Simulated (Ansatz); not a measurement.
Write a Python script for Ansatz 0.2.0, Python API that makes a polarisability from point charges of BIn. Settings (for the species named): Hartree-Fock, def2-SVP basis, multiplicity 3.

| atom | x (Å) | y (Å) | z (Å) |
| --- | --- | --- | --- |
| In | 0.0000 | 0.0000 | 0.0000 |
| B | 0.0000 | 0.0000 | 2.2050 |

Script `bin.py`:
```python
import ansatz
import numpy as np

geometry_ang = [
    ("In", (0.0, 0.0, 0.0)),
    ("B", (0.0, 0.0, 2.205)),
]
mol = ansatz.Crystal.molecule()
for symbol, xyz in geometry_ang:
    mol = mol.atom(symbol, xyz)

job = mol.calculation()
job = job.basis(gaussian="def2-SVP").functional("hf")
job = job.spin("collinear", total=2)
job = job.forces()
centre = np.mean([site.position_ang for site in mol.cartesian_sites], axis=0)
field = 2 * 14.399645 * 3.0 / 40.0 ** 2


def dipole(axis, sign):
    arm = 40.0 * np.eye(3)[axis]
    pair = [{"charge": sign * 3.0, "position_ang": (centre - arm).tolist()}, {"charge": -sign * 3.0, "position_ang": (centre + arm).tolist()}]
    deck = job.input().set(ansatz.key.basis.gaussian.point_charges, pair)
    return np.array(ansatz.Session.from_dict(deck).plan().execute().report["charge_distribution"]["dipole_moment_e_ang"])


print(f"field {field:.4f} V/A")
alpha = np.array([(dipole(axis, 1) - dipole(axis, -1)) / (2 * field) * 14.399645 for axis in range(3)])
print("polarisability tensor (A^3)")
print(np.array2string(alpha, precision=3, suppress_small=True))
print(f"mean {np.trace(alpha) / 3:.3f} A^3 = {np.trace(alpha) / 3 / 0.14818471:.2f} bohr^3")
```

```console
$ python bin.py
field 0.0540 V/A
polarisability tensor (A^3)
[[52.455  0.     0.   ]
 [-0.    52.455 -0.   ]
 [-3.143 -9.521 15.912]]
mean 40.274 A^3 = 271.78 bohr^3
```

Notes:
- The geometry is a force-field or estimated start, not a minimum of this method, and the basis set is short of its limit. The field of two point charges is only nearly even.
- def2 sets replace the cores of elements past krypton by effective core potentials.
- The species is open-shell (spin multiplicity 3).
- The expectation value of S² is noticeably off S(S+1) in at least one run, so that state is spin-contaminated.
- Without diffuse functions polarisabilities are unreliable, as a rule too low, and they change with the bond lengths of this unrelaxed start.
- The spin state was assumed, and another may lie lower.
- It ran for 14 s on 1 thread of Arm Neoverse V1 (shared host), peak memory 0.16 GiB.

(Lines on the test bed's own set-up are left out of the output.)
